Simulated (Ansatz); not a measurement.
## Hg, space group P6_3/mmc: a test of the smearing width, step by step

Computed with Ansatz's Python interface.

Typed at the interpreter:
```pycon
>>> import ansatz as az
>>> import pandas as pd
>>> cell = (
...     az.Lattice.from_parameters(3.441941, 3.441941, 11.062331, alpha=90, beta=90, gamma=120)
...     .space_group(194)
...     .atom("Hg", (0.0, 0.0, 0.0))
...     .atom("Hg", (1 / 3, 2 / 3, 0.25))
... )
>>> len(cell.resolved().sites)
4
>>> calc = (
...     cell.calculation()
...     .functional(az.Functional.PBESOL)
...     .kpoints(9, 9, 3)
...     .scf(tolerance=1e-09)
...     .forces()
...     .stress()
... )
>>> rows = []
>>> for value in [0.3, 0.2, 0.1, 0.05]:
...     r = calc.occupations("cold", width=value).run(threads=1, backend="cpu").report
...     rows.append((value, r["free_energy_ev"] / len(r["lattice"]["sites"]), r["n_iterations"], sum(r["stress_gpa"][i][i] for i in range(3)) / 3, max(abs(f) for row in r["forces_ev_ang"] for f in row), r["n_kpoints"]))
...
DeckWarning: basis.ecutwfc = 420 eV, auto-derived from the records' recommended cutoffs: set by Hg (normal level)
DeckWarning: output.stress: scf.convergence.dr2_threshold = 1e-9 eV is looser than the 4e-10 eV advised for a printed stress (1e-10 eV for each atom of the cell: 4). What an SCF threshold leaves in a stress goes as its square root, and in the free energy as the threshold itself, and one threshold admits the most on a [...]
>>> table = pd.DataFrame(rows, columns=["width (eV)", "F/atom (eV)", "iterations", "P (GPa)", "max component (eV/A)", "k-points"])
>>> table.round(5)
   width (eV)  F/atom (eV)  iterations  P (GPa)  max component (eV/A)  k-points
0        0.30 -13667.93503           9 -2.59875                   0.0        24
1        0.20 -13667.93752           9 -2.56481                   0.0        24
2        0.10 -13667.93784           8 -2.62235                   0.0        24
3        0.05 -13667.93769           7 -2.62833                   0.0        24
>>> # the last row is the reference
>>> for row in rows[:-1]:
...     shift = 1000 * (row[1] - rows[-1][1])
...     print(f"{row[0]}: {shift:+.2f} meV/atom" + ("  (within 5 meV)" if abs(shift) < 5 else ""))
...
0.3: +2.66 meV/atom  (within 5 meV)
0.2: +0.17 meV/atom  (within 5 meV)
0.1: -0.15 meV/atom  (within 5 meV)
```

Going from 0.05 to 0.3 eV changes F by +2.7 meV an atom. This scheme is built to cancel the term in the square of the width, so the shifts stay small and are partly the mesh's error. The pressure moves from -2.63 to -2.60 GPa.

What to keep in mind:
- Forces vanish by symmetry here and test nothing.
- The narrowest width needs the finest mesh, so the last row is no converged reference.
- Pressure is positive in compression.
- Spin-orbit coupling, which matters for elements this heavy, is left out.
- This isn't the structure that Hg takes at ambient conditions.
- Warnings are shown shortened and without file and line.
- It ran for 19 s on 1 thread of Arm Neoverse V2, on a shared host, peak memory 0.5 GiB.
